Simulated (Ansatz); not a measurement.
Geometry optimisation, Ansatz 0.2.0, DFT PBE, scalar-relativistic, plane waves, PAW.

Input:

```yaml
crystal:
  lattice:
    - [5.8006, 0.0, 0.0]
    - [-2.9003, 5.023467, 0.0]
    - [0.0, 0.0, 16.24665]
  atoms:
    - { symbol: W, position: [0.0, 0.0, 0.0615512] }
    - { symbol: C, position: [0.3333333, 0.1666667, 0.1486799] }
    - { symbol: W, position: [0.0, 0.0, 0.2358086] }
    - { symbol: C, position: [0.3333333, 0.1666667, 0.3229373] }
    - { symbol: W, position: [0.0, 0.5, 0.0615512] }
    - { symbol: C, position: [0.3333333, 0.6666667, 0.1486799] }
    - { symbol: W, position: [0.0, 0.5, 0.2358086] }
    - { symbol: C, position: [0.3333333, 0.6666667, 0.3229373] }
    - { symbol: W, position: [0.5, 0.0, 0.0615512] }
    - { symbol: C, position: [0.8333333, 0.1666667, 0.1486799] }
    - { symbol: W, position: [0.5, 0.0, 0.2358086] }
    - { symbol: C, position: [0.8333333, 0.1666667, 0.3229373] }
    - { symbol: W, position: [0.5, 0.5, 0.0615512] }
    - { symbol: C, position: [0.8333333, 0.6666667, 0.1486799] }
    - { symbol: W, position: [0.5, 0.5, 0.2358086] }
    - { symbol: C, position: [0.8333333, 0.6666667, 0.3229373] }
    - { symbol: Si, position: [0.1642655, 0.3345493, 0.3814109] }
    - { symbol: Cl, position: [-0.1313751, 0.0573455, 0.4582268] }
    - { symbol: Cl, position: [0.4599061, 0.611753, 0.4582268] }
basis:
  ecutwfc: 420.0
kpoints:
  mp_grid: { grid: [3, 3, 1] }
hamiltonian:
  xc: pbe
  pseudopotentials: { kind: paw, azcp: { folder: soft_1 } }
scf:
  occupations: { method: fermi_dirac, width: 0.1 }
  lower_state_search: "off"
relax:
  f_tol: 0.08
  max_steps: 25
  adjacent_minimum: "off"
  constraints: [{ sites: [0, 4, 8, 12] }]
```

Launched with:

```bash
$ ansatz run input.yaml --threads 2 --pin off --max-ram 5120MiB --backend cpu --events-out ev --progress --plain --runs-dir out
```

Task: Where does it end, and by what steps?

Result: The forces met the threshold. The threshold is loose, so the end isn't yet a minimum. Limits of this set-up: coarse k mesh, thin slab, slab without dipole correction. After 15 steps the energy has fallen by 4.206 eV; Cl19 moved furthest, 1.05 Å. Parted: C12–Si17.

```tsv
step	energy less start (eV)	largest force component (eV/Å)	accepted
0	0.0000	4.577	yes
1	-2.2745	1.459	yes
2	-2.8642	1.002	yes
3	-3.0404	0.652	yes
4	-3.2251	0.571	yes
5	-3.4492	0.690	yes
6	-3.7346	0.845	yes
7	-3.9091	0.354	yes
8	-3.9394	0.228	yes
9	-3.9572	0.281	yes
10	-4.0168	0.628	yes
11	-4.1361	0.683	yes
12	-4.0317	2.637	no
13	-4.1999	0.234	yes
14	-4.2059	0.082	yes
15	-4.2063	0.070	yes
```

```xyz
19
Lattice="5.8006 0.0000 0.0000 -2.9003 5.0235 0.0000 0.0000 0.0000 16.2466" Properties=species:S:1:pos:R:3
W 0.000 0.000 1.000
C 1.457 0.834 2.333
W 0.006 0.002 3.846
C 1.415 0.849 5.145
W -1.450 2.512 1.000
C 0.001 3.357 2.333
W -1.445 2.515 3.846
C -0.008 3.312 5.146
W 2.900 0.000 1.000
C 4.341 0.832 2.354
W 2.869 -0.018 3.884
C 4.305 0.811 5.106
W 1.450 2.512 1.000
C 2.911 3.355 2.291
W 1.461 2.518 3.796
C 2.896 3.346 4.940
Si 0.668 2.060 6.286
Cl -1.286 0.935 6.893
Cl 1.461 2.519 8.131
```

The run took 3.2 min on 2 threads of AMD EPYC 7R43 64-Core Processor (Zen 3) (shared host), peak memory 0.96 GiB.
